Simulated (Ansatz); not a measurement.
# AlClFH3O: the cost of one run

Program: Ansatz 0.2.0. Level of theory: RKS PBE0-D4/cc-pVDZ. These are calculated values, not measurements.

### Step 1. The starting structure

Bond lengths: Al1–Cl2 2.580 Å, Al1–H3 1.560 Å, Al1–O4 1.780 Å, O4–H5 1.010 Å, Al1–F6 1.990 Å. Angles: Cl2–Al1–H3 120.0°, Cl2–Al1–O4 120.0°, Cl2–Al1–F6 71.6°, H3–Al1–O4 120.0°, H3–Al1–F6 105.4°, O4–Al1–F6 92.8°, Al1–O4–H5 109.5°.

As a file:

```xyz
7

Al    0.0000    0.0000    0.0000
Cl    0.0000    0.0000    2.5800
H     1.3510    0.0000   -0.7800
O    -1.5415    0.0000   -0.8900
H    -2.0512   -0.8467   -0.6815
F    -0.2489    1.8720    0.6275
H    -0.1860    1.3986    1.7633
```

### Step 2. A restrained relaxation towards end A

Springs on the bonds that form and break draw the guess towards this end; the thresholds are loose.

input.yaml reads:

```yaml
crystal:
  periodic: [false, false, false]
  atoms:
    - { symbol: Al, position_ang: [0.0, 0.0, 0.0] }
    - { symbol: Cl, position_ang: [0.0, 0.0, 2.58] }
    - { symbol: H, position_ang: [1.351, 0.0, -0.78] }
    - { symbol: O, position_ang: [-1.5415, 0.0, -0.89] }
    - { symbol: H, position_ang: [-2.0512, -0.8467, -0.6815] }
    - { symbol: F, position_ang: [-0.2489, 1.872, 0.6275] }
    - { symbol: H, position_ang: [-0.186, 1.3986, 1.7633] }
basis:
  gaussian: { orbitals: cc-pVDZ }
hamiltonian:
  xc: pbe0
  dispersion: d4
relax:
  f_tol: 0.15
  max_steps: 25
  restrain:
    - { distance: [0, 5], at: 2.89, k: 30.0 }
    - { distance: [6, 1], at: 2.57, k: 30.0 }
    - { distance: [0, 1], at: 2.23, k: 30.0 }
    - { distance: [6, 5], at: 0.92, k: 30.0 }
```

Launch:

```bash
> ansatz run input.yaml --threads 2 --pin off --max-ram 3072MiB --backend cpu --events-out ev --progress --plain --runs-dir out
```

What time and memory should one allow on 2 threads of Intel Xeon Platinum 8259CL at 2.50GHz (Skylake/Cascade Lake), shared host?

About 26 s, with a peak of 0.18 GiB.
